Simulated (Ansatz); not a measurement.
# AlClF3H: the cost of one run

Program: Ansatz 0.2.0. Level of theory: RHF/def2-SVP. These are calculated values, not measurements.

**1. The system as given**

Bond lengths: Al1–Cl2 2.580 Å, Al1–F3 1.690 Å, Al1–F4 1.690 Å, Al1–F5 1.990 Å. Angles: Cl2–Al1–F3 120.0°, Cl2–Al1–F4 120.0°, Cl2–Al1–F5 71.6°, F3–Al1–F4 120.0°, F3–Al1–F5 97.0°, F4–Al1–F5 101.2°.

As a file:

```xyz
6

Al    0.0000    0.0000    0.0000
Cl    0.0000    0.0000    2.5800
F     1.4635    0.0000   -0.8450
F    -1.4635    0.0000   -0.8450
F     0.0832   -1.8866    0.6275
H     0.0621   -1.4096    1.7633
```

**2. Pulling towards end A**

Springs on the bonds that form and break draw the guess towards this end; the thresholds are loose.

The input, input.yaml:

```yaml
crystal:
  periodic: [false, false, false]
  atoms:
    - { symbol: Al, position_ang: [0.0, 0.0, 0.0] }
    - { symbol: Cl, position_ang: [0.0, 0.0, 2.58] }
    - { symbol: F, position_ang: [1.4635, 0.0, -0.845] }
    - { symbol: F, position_ang: [-1.4635, 0.0, -0.845] }
    - { symbol: F, position_ang: [0.0832, -1.8866, 0.6275] }
    - { symbol: H, position_ang: [0.0621, -1.4096, 1.7633] }
basis:
  gaussian: { orbitals: def2-SVP }
hamiltonian:
  xc: hf
relax:
  f_tol: 0.15
  max_steps: 25
  restrain:
    - { distance: [0, 4], at: 2.89, k: 30.0 }
    - { distance: [5, 1], at: 2.57, k: 30.0 }
    - { distance: [0, 1], at: 2.23, k: 30.0 }
    - { distance: [5, 4], at: 0.92, k: 30.0 }
```

Command:

```
$ ansatz run input.yaml --threads 1 --pin off --max-ram 2048MiB --backend cpu --events-out ev --progress --plain --runs-dir out
```

What time and memory should one allow on 1 thread of Intel Xeon at 2.60GHz (Ice Lake), shared host?

About 9.8 s, with a peak of 0.17 GiB.
